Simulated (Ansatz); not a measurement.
SnSe2 in Ansatz: the effect of strain

The system is SnSe2.

```
Sn Se
1.0
     3.81100    0.00000    0.00000
    -1.90550    3.30042    0.00000
     0.00000    0.00000    5.89056
Sn Se
1 2
Direct
  0.00000 0.00000 0.00000
  0.66667 0.33333 0.75100
  0.33333 0.66667 0.24900
```

Alike in all runs:

```yaml
Program: Ansatz 0.2.0
Task: band structure
Functional: PBE
Potentials_or_basis: Ansatz PAW
Cutoff: "420 eV (not typed: the program's choice for these potentials)"
k_mesh: 7 × 7 × 4
Occupations: fermi-dirac, width 0.05 eV
Spin: no spin polarisation
Kind_of_strain: uniaxial
Path: "[[\"G\", \"M\", \"K\", \"G\", \"A\", \"L\", \"H\", \"A\"], [\"L\", \"M\"], [\"K\", \"H\"]]"
Points_for_each_segment_of_the_path: 14
```

```tsv
strain	gap on the mesh (eV)	pressure (GPa)	largest force (eV/Å)
-0.04	0.57	9.1	1.40
-0.02	0.69	7.2	1.09
-0.01	0.75	6.4	0.94
0	?	?	?
0.01	0.86	4.8	0.63
0.02	0.83	4.0	0.49
0.04	0.76	2.7	0.19
```

Problem. What does the run with strain 0 give?

Solution. gap on the mesh 0.81 eV; pressure 5.5 GPa; largest force 0.79 eV/Å.

Worked out: A parabola through the other rows of the gap on the mesh, of slope 2.74 eV per unit of strain there, gives 0.81 eV, against the run's 0.81. A parabola through the other rows of the pressure, of slope -80 GPa per unit of strain there, gives 5.6 GPa, against the run's 5.5. A straight line through the other rows of the largest force, of slope -15.1 eV/Å per unit of strain, gives 0.79 eV/Å, against the run's 0.79.

Caveats: spin-orbit coupling is left out, which moves the levels of the heavy elements; this functional lacks dispersion, which binds the layers, so the pressure and a relaxed spacing across them are unreliable; the k mesh misses the band edges, so the gap on the mesh is wider than the one along the path (some runs); forces of over 1 eV/Å show positions far from the minimum, so gaps and moduli don't describe the material at rest (some runs).
